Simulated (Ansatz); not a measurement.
# K2Rb (quartet): geometry and frequencies at several levels

The task here is to estimate one member of a computed series from the others.

Computed with Ansatz 0.2.0 (the levels named in each step, unless a step's input says otherwise).

**The starting structure**

No two atoms stand within bonding distance.

Structure file:

```xyz
3

K     2.9462   -0.7858    2.2943
K    -2.0905    1.5081    2.8138
Rb   -0.3867   -0.3327   -2.3373
```

The first run:

input.yaml reads:

```yaml
crystal:
  periodic: [false, false, false]
  atoms:
    - { symbol: K, position_ang: [2.80459237, -0.73427266, 2.24809434] }
    - { symbol: K, position_ang: [-1.96775323, 1.43860372, 2.73738308] }
    - { symbol: Rb, position_ang: [-0.36772915, -0.31462107, -2.21465742] }
magnetization:
  spin_polarized: true
  initial_magnetization: 3
basis:
  gaussian: { orbitals: def2-TZVPP }
hamiltonian:
  xc: pbe0
  dispersion: d4
relax:
  f_tol: 0.002
  max_steps: 150
```

Launch:

```console
> ansatz run input.yaml --threads 2 --pin off --max-ram 5120MiB --backend cpu --events-out ev --progress --plain --runs-dir out
```

Among the steps run: Relaxation, PBE0-D4/def2-TZVPP; Frequencies, PBE0-D4/def2-TZVPP; Relaxation, PBE-D4/def2-TZVPP; Frequencies, PBE-D4/def2-TZVPP; Relaxation, r2SCAN-D4/def2-TZVPP; Frequencies, r2SCAN-D4/def2-TZVPP; Relaxation, B3LYP-D4/def2-TZVPP; Frequencies, B3LYP-D4/def2-TZVPP; Relaxation, B2PLYP/def2-TZVPP.

One of the session's tables, all rows but one given; the rest of the session is left out.

It belongs to the step «Geometries side by side». 

| level | dipole (D) | highest frequency (cm⁻¹) |
| --- | --- | --- |
| PBE0-D4/def2-TZVPP | ? | ? |
| PBE-D4/def2-TZVPP | 0.33 | 31 |
| r2SCAN-D4/def2-TZVPP | 0.36 | 32 |
| B3LYP-D4/def2-TZVPP | 0.13 | 31 |
| B2PLYP/def2-TZVPP | 0.06 | - |

Q: Estimate the row for PBE0-D4/def2-TZVPP from the others.

As computed: dipole (D): 0.34; highest frequency (cm⁻¹): 34. In the column «dipole (D)» it lies between PBE-D4/def2-TZVPP (0.33) and r2SCAN-D4/def2-TZVPP (0.36).
